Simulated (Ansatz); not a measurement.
# CH₃GaOS: how energies converge with the basis set

An exercise on one series of results from a longer session: the logs are not shown, and one member is left open.

The runs use Ansatz 0.2.0, Gaussian basis; one geometry, several basis sets.

Levels to be run: PBE0-D4/def2-SVP; ωB97M-V/def2-SVP; PBE0-D4/def2-QZVPP; ωB97M-V/def2-QZVPP; the functionals' def2-TZVPP values are taken from earlier runs.

## Structure used throughout

An earlier PBE0-D4 in a triple-zeta def2 set relaxation fixed the geometry.

SMILES `O=C[S][GaH2]`, 7 atoms, charge 0, spin multiplicity 1.

Atoms are counted from 1 here; the program's logs count them from 0.

Bond lengths: O1–C2 1.191 Å, C2–S3 1.790 Å, C2–H5 1.106 Å, S3–Ga4 2.210 Å, Ga4–H6 1.561 Å, Ga4–H7 1.554 Å. Angles: O1–C2–S3 122.8°, O1–C2–H5 123.2°, S3–C2–H5 114.0°, C2–S3–Ga4 100.0°, S3–Ga4–H6 115.3°, S3–Ga4–H7 116.2°, H6–Ga4–H7 128.5°.

Set-up of the first run:

File in.yaml:

```yaml
crystal:
  periodic: [false, false, false]
  atoms:
    - {symbol: O, position_ang: [-0.759748, 2.618327, 0.001225]}
    - {symbol: C, position_ang: [-0.535406, 1.450261, 0.057586]}
    - {symbol: S, position_ang: [0.968255, 0.720383, -0.583008]}
    - {symbol: Ga, position_ang: [0.600169, -1.403845, -0.096345]}
    - {symbol: H, position_ang: [-1.233289, 0.719983, 0.508259]}
    - {symbol: H, position_ang: [-0.755796, -1.700085, 0.617760]}
    - {symbol: H, position_ang: [1.715805, -2.405034, -0.505467]}
basis:
  gaussian: {orbitals: def2-SVP}
hamiltonian: {xc: pbe0, dispersion: d4}
output: {orbitals: {seedname: orbitals}}
```

Run with:

```sh
$ ansatz run in.yaml --threads 2 --pin off --events-out ev --progress --plain --max-ram 4352MiB
```

Steps of the session up to this table: PBE0-D4 in def2-SVP; ωB97M-V in def2-SVP; PBE0-D4 in def2-QZVPP; ωB97M-V in def2-QZVPP.

One of the session's tables, all rows but one given; the rest of the session is left out.

It belongs to the step «Functionals by basis». 

| functional | basis | HOMO (eV) | LUMO (eV) |
| --- | --- | --- | --- |
| PBE0-D4 | def2-SVP | -7.80 | -1.96 |
| PBE0-D4 | def2-TZVPP | -7.88 | -2.02 |
| PBE0-D4 | def2-QZVPP | -7.90 | -2.05 |
| ωB97M-V | def2-SVP | -10.01 | -0.18 |
| ωB97M-V | def2-TZVPP | ? | ? |
| ωB97M-V | def2-QZVPP | -10.16 | -0.41 |

Estimate the missing values for ωB97M-V, def2-TZVPP.

**Answer.** HOMO (eV): -10.14; LUMO (eV): -0.29. In the column «HOMO (eV)» it lies between ωB97M-V, def2-QZVPP (-10.16) and ωB97M-V, def2-SVP (-10.01).
